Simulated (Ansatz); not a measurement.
# SiNi: properties at the relaxed cell

The task here is to estimate one member of a computed series from the others.

Program: Ansatz 0.2.0. Level of theory: DFT r2SCAN, scalar-relativistic, plane waves, PAW. These are calculated values, not measurements.

**The starting structure**

It takes space group Pnma (No. 62, orthorhombic). The conventional cell has a = 5.098 Å, b = 3.350 Å, c = 5.574 Å, α = 90.00°, β = 90.00°, γ = 90.00°. Si (site symmetry m) is surrounded by 6 Ni at 2.26 to 2.39 Å. Around Ni (site symmetry m) lie 6 Si at 2.26 to 2.39 Å.

Structure file:

```
CELL_PARAMETERS angstrom
5.09764 0.00000 0.00000
0.00000 3.35044 0.00000
0.00000 0.00000 5.57365
ATOMIC_POSITIONS crystal
Si 0.32143 0.75000 0.08356
Si 0.17857 0.25000 0.58356
Si 0.82143 0.75000 0.41644
Si 0.67857 0.25000 0.91644
Ni 0.00777 0.25000 0.18910
Ni 0.49223 0.75000 0.68910
Ni 0.50777 0.25000 0.31090
Ni 0.99223 0.75000 0.81090
```

This cell was relaxed beforehand with the same method: volume 11.90 Å³/atom, gap on the mesh none (metal).

The first run:

Contents of input.yaml:

```yaml
crystal:
  lattice:
    - [5.0461476526, 0.0, 0.0]
    - [0.0, 3.3165905187, 0.0]
    - [0.0, 0.0, 5.5173496235]
  atoms:
    - { symbol: Si, position: [0.3214315782, 0.75, 0.0835642181] }
    - { symbol: Si, position: [0.1785684218, 0.25, 0.5835642181] }
    - { symbol: Si, position: [0.8214315782, 0.75, 0.4164357819] }
    - { symbol: Si, position: [0.6785684218, 0.25, 0.9164357819] }
    - { symbol: Ni, position: [0.0077702331, 0.25, 0.1891016095] }
    - { symbol: Ni, position: [0.4922297669, 0.75, 0.6891016095] }
    - { symbol: Ni, position: [0.5077702331, 0.25, 0.3108983905] }
    - { symbol: Ni, position: [0.9922297669, 0.75, 0.8108983905] }
basis:
  ecutwfc: 500
kpoints:
  mp_grid: { grid: [8, 10, 6] }
hamiltonian:
  xc: r2scan
scf:
  occupations: { method: gaussian, width: 0.1 }
output:
  forces: true
  stress: true
  eigenvalues: true
  write_density: true
  write_potential: true
  elf: true
  volumetric_format: npy
relax:
  adjacent_minimum: "off"
  f_tol: 0.01
  max_steps: 30
  cell: { stress_tol: 0.1, fix: [volume] }
```

On the command line:

```sh
$ ansatz run input.yaml --threads 8 --pin off --max-ram 22528MiB --backend cpu --events-out ev --progress --plain --runs-dir out
```

Steps of the session up to this table: Point at V/V0 = 0.97; Point at V/V0 = 1.03; Point at V/V0 = 0.94; Volume × 1.06.

One table of the session follows, with a row left open; its other results are not shown here.

It belongs to the step «Energy against volume». 

| volume (Å³/atom) | energy above the lowest point (meV/atom) | pressure (GPa) |
| --- | --- | --- |
| 11.185 | 26.9 | 12.76 |
| 11.542 | ? | ? |
| 11.899 | 0.0 | -0.01 |
| 12.256 | 5.7 | -4.98 |
| 12.613 | 21.6 | -9.16 |

**Question.** Estimate the row for volume (Å³/atom) = 11.542.

Worked estimate for «energy above the lowest point (meV/atom)». A straight line through the neighbours (11.185, 26.9) and (11.899, 0.0) gives 26.9 + (0.0 − 26.9) × (11.542 − 11.185) / (11.899 − 11.185) = 13.4; a parabola fitted to 3 rows on both sides gives 7.1.

The run gave: energy above the lowest point (meV/atom): 6.3; pressure (GPa): 5.86. In «energy above the lowest point (meV/atom)» the line misses by +7.1 and the parabola by +0.8.

Caveats from the session: Spin polarisation is off in the runs that give these values; a magnetic solution could lie lower.
